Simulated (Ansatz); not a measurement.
This script drives Ansatz's Python interface.

Script `run_dimer.py`:
```python
"""Interaction energy of two ClHSSi molecules, with the counterpoise correction."""

import ansatz as az
import numpy as np

FIRST = [
    ("S", (-0.1785, 0.9707, -0.6072)),
    ("Si", (-0.1312, -0.8417, 0.4538)),
    ("Cl", (1.7672, -1.1133, 1.0776)),
    ("H", (-1.4576, 0.9844, -0.9243)),
]
SECOND = [
    ("S", (6.1644, -1.4935, -3.7576)),
    ("Si", (5.1673, -0.3088, -2.338)),
    ("Cl", (4.7067, -1.5086, -0.7839)),
    ("H", (6.3848, -0.5695, -4.671)),
]

def energy(atoms, ghosts=()):
    molecule = az.Crystal.molecule()
    for symbol, xyz in atoms:
        molecule = molecule.atom(symbol, xyz)
    calc = (
        molecule.calculation()
        .basis(gaussian="cc-pVDZ")
        .functional("B3LYP")
    )
    deck = calc.input()
    if ghosts:
        deck = deck.set(az.key.basis.gaussian.ghost_atoms, [{"symbol": s, "position_ang": list(xyz)} for s, xyz in ghosts])
    return az.Session.from_dict(deck).plan().execute().report["free_energy_ev"]

# ghost atoms carry the functions of the partner
direction = np.array([0.8787, -0.1521, -0.4526])
print("shift (A)   counterpoise-corrected interaction (kcal/mol)")
for shift in (-0.3, 0.0, 0.4, 1.0, 2.0):
    moved = [(s, tuple(np.round(np.array(xyz) + shift * direction, 4))) for s, xyz in SECOND]
    gain = energy(FIRST + moved) - energy(FIRST, moved) - energy(moved, FIRST)
    print(f"{shift:8.2f} {23.060548 * gain:14.3f}")
```

It is started by `python run_dimer.py`. Estimate its wall time and peak memory on 1 thread of Arm Neoverse V1, with other jobs on the host.

It took about 73 s, with a peak of 0.38 GiB, for 15 runs of the engine.

`python run_dimer.py` gives:
```text
shift (A)   counterpoise-corrected interaction (kcal/mol)
   -0.30          2.618
    0.00          1.087
    0.40          0.445
    1.00          0.181
    2.00          0.059
```

Reading the output:
- The dimer is a generated trial pose of unrelaxed monomers, not a minimum, so the figure is no binding energy, and the basis set is small.
- b3lyp holds the VWN-RPA fit, as in Gaussian; the form of ORCA and Turbomole is b3lyp5.
- This level lacks the dispersion part of the attraction (electrostatics and induction are there), which can decide the sign where the interaction is weak.
